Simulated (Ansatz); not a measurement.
# Ca2Sn2N: the cost of one run

Computed with Ansatz 0.2.0 (DFT PBE, scalar-relativistic, plane waves, PAW, unless a step names another level, unless a step's input says otherwise).

## Step 1: The starting structure

Symmetry: P6_3/mmc, No. 194, hexagonal system. The conventional cell has a = 3.548 Å, b = 3.548 Å, c = 21.916 Å, α = 90.00°, β = 90.00°, γ = 120.00°. Ca (site symmetry 3m) has 3 N at 2.40 Å in its first shell of neighbours. Sn (site symmetry 3m) has 1 Sn at 2.88 Å in its first shell of neighbours. N (site symmetry -3m) has 6 Ca at 2.40 Å in its first shell of neighbours.

Coordinates:

```
CELL_PARAMETERS angstrom
3.54816 0.00000 0.00000
-1.77408 3.07280 0.00000
0.00000 0.00000 21.91603
ATOMIC_POSITIONS crystal
Ca 0.66667 0.33333 0.94268
Ca 0.33333 0.66667 0.05732
Ca 0.66667 0.33333 0.55732
Ca 0.33333 0.66667 0.44268
Sn 0.33333 0.66667 0.68441
Sn 0.33333 0.66667 0.81559
Sn 0.66667 0.33333 0.18441
Sn 0.66667 0.33333 0.31559
N 0.00000 0.00000 0.00000
N 0.00000 0.00000 0.50000
```

It came out lowest among 28 distinct ends of the trial cells. At a tolerance of 0.05 Å it has space group P6_3/mmc (No. 194).

## Step 2: Tight relaxation for the response runs, on the response runs' mesh and smearing

Input file input.yaml:

```yaml
crystal:
  lattice:
    - [3.548162749, 0.0, 0.0]
    - [-1.7740813745, 3.0727990774, 0.0]
    - [0.0, 0.0, 21.9160260584]
  atoms:
    - { symbol: Ca, position: [0.6666666667, 0.3333333333, 0.9426805348] }
    - { symbol: Ca, position: [0.3333333333, 0.6666666667, 0.0573194652] }
    - { symbol: Ca, position: [0.6666666667, 0.3333333333, 0.5573194652] }
    - { symbol: Ca, position: [0.3333333333, 0.6666666667, 0.4426805348] }
    - { symbol: Sn, position: [0.3333333333, 0.6666666667, 0.6844071339] }
    - { symbol: Sn, position: [0.3333333333, 0.6666666667, 0.8155928661] }
    - { symbol: Sn, position: [0.6666666667, 0.3333333333, 0.1844071339] }
    - { symbol: Sn, position: [0.6666666667, 0.3333333333, 0.3155928661] }
    - { symbol: "N", position: [0.0, 0.0, 0.0] }
    - { symbol: "N", position: [0.0, 0.0, 0.5] }
basis:
  ecutwfc: 420
kpoints:
  mp_grid: { grid: [12, 12, 2] }
hamiltonian:
  xc: pbe
scf:
  occupations: { method: gaussian, width: 0.1 }
output:
  forces: true
  stress: true
  eigenvalues: true
relax:
  adjacent_minimum: "off"
  f_tol: 0.001
  max_steps: 60
  cell: { stress_tol: 0.01 }
```

The run is started by

```sh
$ ansatz run input.yaml --threads 3 --pin off --max-ram 7680MiB --backend cpu --events-out ev --progress --plain --runs-dir out
```

**Question.** How long does this run take on 3 threads of AMD EPYC 9R45 (Zen 5), shared host, and how much memory does it need?

About 8.1 s, with a peak of 0.91 GiB.
